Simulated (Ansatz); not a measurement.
# GaH2N: the cost of one run

The runs use Ansatz 0.2.0, Gaussian basis; def2-QZVPP, all electrons in the functionals.

To be run: PBE, BLYP, r2SCAN, B97M-V, PBE0, B3LYP, at charge 0, triplet; charge 0, singlet; charge 0, quintet; charge 1, doublet; charge 1, quartet.

10 further runs of the same task are left out: 10 set aside as unsound or not needed.

### 1 What is computed

The geometry is a PBE0/def2-TZVP stationary point (not a proven minimum). No spin-orbit coupling is included. The filled d shell of Ga may be among the frozen orbitals whatever the setting's name suggests; the logs give the count.

4 atoms, charge 0, spin multiplicity 3.

Atoms are counted from 1 here; the program's logs count them from 0.

Bond lengths: N1–Ga2 1.923 Å, Ga2–H3 1.565 Å, Ga2–H4 1.565 Å. Angles: N1–Ga2–H3 117.6°, N1–Ga2–H4 117.6°, H3–Ga2–H4 124.7°.

Geometry (Å):

```xyz
4

N     0.0000    0.0000    1.6258
Ga    0.0000    0.0000   -0.2970
H     0.0000    1.3863   -1.0229
H     0.0000   -1.3863   -1.0229
```

No dispersion term is added; B97M-V holds VV10 nonlocal correlation. B3LYP takes the VWN-RPA correlation.

The geometry shown and the zero of energy belong to the point charge 0, triplet. The yardstick, RCCSD(T), and other wave-function levels (R restricted, U unrestricted, valence and pair active spaces) come from earlier runs.

### 2 PBE, charge 0, triplet

Contents of in.yaml:

```yaml
crystal:
  periodic: [false, false, false]
  atoms:
    - {symbol: N, position_ang: [0.000000, 0.000000, 1.625834]}
    - {symbol: Ga, position_ang: [0.000000, 0.000000, -0.297041]}
    - {symbol: H, position_ang: [0.000000, 1.386306, -1.022870]}
    - {symbol: H, position_ang: [0.000000, -1.386306, -1.022870]}
basis:
  gaussian: {orbitals: "def2-QZVPP.json"}
magnetization: {spin_polarized: true, initial_magnetization: 2}
hamiltonian: {xc: {name: PBE}}
output: {orbitals: {seedname: orbitals}}
```

On the command line:

```sh
$ ansatz run in.yaml --threads 1 --pin off --events-out ev --progress --plain --max-ram 2393MiB
```

What time and memory should one allow on 1 thread of Arm Neoverse V2, shared host?

About 14 s, with a peak of 0.38 GiB.
